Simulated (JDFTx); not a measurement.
Input of a JDFTx 1.7.0 (patched build) run:

SnH2IF.in

```
lattice \
   24.5664396201     0.0000000000     0.0000000000 \
    0.0000000000    24.5664396201     0.0000000000 \
    0.0000000000     0.0000000000    22.6767134955
coords-type Cartesian
ion F      9.8901650944    12.2651728122    14.0779871969 1
ion Sn    11.5138178373    12.4635942254    10.8444767495 1
ion I     15.3123563960     9.1826516333    11.0241897039 1
ion H      9.3032161034    11.5051250027     8.7272277506 1
ion H     12.6314019241    15.4631565030    10.6413312667 1

ion-species pseudo/F.upf
ion-species pseudo/Sn.upf
ion-species pseudo/I.upf
ion-species pseudo/H.upf
elec-cutoff 42
elec-ex-corr gga-x-b88 gga-c-p86
kpoint-folding 1 1 1
elec-n-bands 27
symmetries none
electronic-minimize nIterations 100 energyDiffThreshold 1e-07
coulomb-interaction Isolated
coulomb-truncation-embed 12.307786 12.322904 11.402607
core-overlap-check none
forces-output-coords Cartesian

dump-name run.$VAR
dump End Ecomponents EigStats BandEigs Kpoints Forces Dipole
```

Potentials or basis: PseudoDojo-SR-PBE-0.5-standard with smoothed tails.

Command:

```console
$ jdftx -c 1 -i SnH2IF.in -o SnH2IF.out
```

What does it give for the Loewdin charges?

F -0.54; Sn +1.11; I -0.15; H -0.11 e.

 The run has no spin-orbit coupling, so splittings on I are missing.
